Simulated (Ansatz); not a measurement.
# CH6AlF2N: the cost of one run

All numbers below are computed with Ansatz 0.2.0 (RKS PBE/def2-SVP).

## (1) Starting point

Bond lengths: Al1–F3 1.646 Å, Al1–F4 1.645 Å, Al1–N6 2.236 Å, N6–C7 1.453 Å, N6–H8 1.015 Å, C7–H9 1.091 Å, C7–H10 1.088 Å, C7–H11 1.094 Å. Angles: F3–Al1–F4 126.3°, F3–Al1–N6 113.7°, F4–Al1–N6 114.3°, Al1–N6–C7 125.4°, Al1–N6–H8 120.0°, C7–N6–H8 110.2°, N6–C7–H9 111.7°, N6–C7–H10 108.6°, N6–C7–H11 110.7°, H9–C7–H10 108.7°, H9–C7–H11 108.3°, H10–C7–H11 108.9°.

As a file:

```xyz
11

Al   -1.2389    0.8121    0.9943
H     0.3741    1.8882    0.4996
F    -2.4589    0.9808   -0.0980
F    -1.3926    0.8128    2.6318
H     0.6465    0.9537    0.3352
N     0.4926   -0.3792    0.2314
C     0.6055   -0.9383   -1.1048
H     1.0747   -0.9003    0.8799
H     0.3794   -2.0055   -1.1153
H    -0.0992   -0.4260   -1.7566
H     1.6169   -0.7982   -1.4975
```

## (2) Pulling towards end A

Springs on the bonds that form and break draw the guess towards this end; the thresholds are loose.

Input file input.yaml:

```yaml
crystal:
  periodic: [false, false, false]
  atoms:
    - { symbol: Al, position_ang: [-1.2389, 0.8121, 0.9943] }
    - { symbol: H, position_ang: [0.3741, 1.8882, 0.4996] }
    - { symbol: F, position_ang: [-2.4589, 0.9808, -0.098] }
    - { symbol: F, position_ang: [-1.3926, 0.8128, 2.6318] }
    - { symbol: H, position_ang: [0.6465, 0.9537, 0.3352] }
    - { symbol: "N", position_ang: [0.4926, -0.3792, 0.2314] }
    - { symbol: C, position_ang: [0.6055, -0.9383, -1.1048] }
    - { symbol: H, position_ang: [1.0747, -0.9003, 0.8799] }
    - { symbol: H, position_ang: [0.3794, -2.0055, -1.1153] }
    - { symbol: H, position_ang: [-0.0992, -0.426, -1.7566] }
    - { symbol: H, position_ang: [1.6169, -0.7982, -1.4975] }
basis:
  gaussian: { orbitals: def2-SVP }
hamiltonian:
  xc: pbe
relax:
  f_tol: 0.15
  max_steps: 25
  restrain:
    - { distance: [0, 5], at: 3.22, k: 30.0 }
    - { distance: [4, 1], at: 1.92, k: 30.0 }
    - { distance: [0, 1], at: 1.52, k: 30.0 }
    - { distance: [4, 5], at: 1.02, k: 30.0 }
```

Command:

```bash
> ansatz run input.yaml --threads 2 --pin off --max-ram 3072MiB --backend cpu --events-out ev --progress --plain --runs-dir out
```

What time and memory should one allow on 2 threads of AMD EPYC 7R43 (Zen 3), shared host?

About 16 s, with a peak of 0.16 GiB.
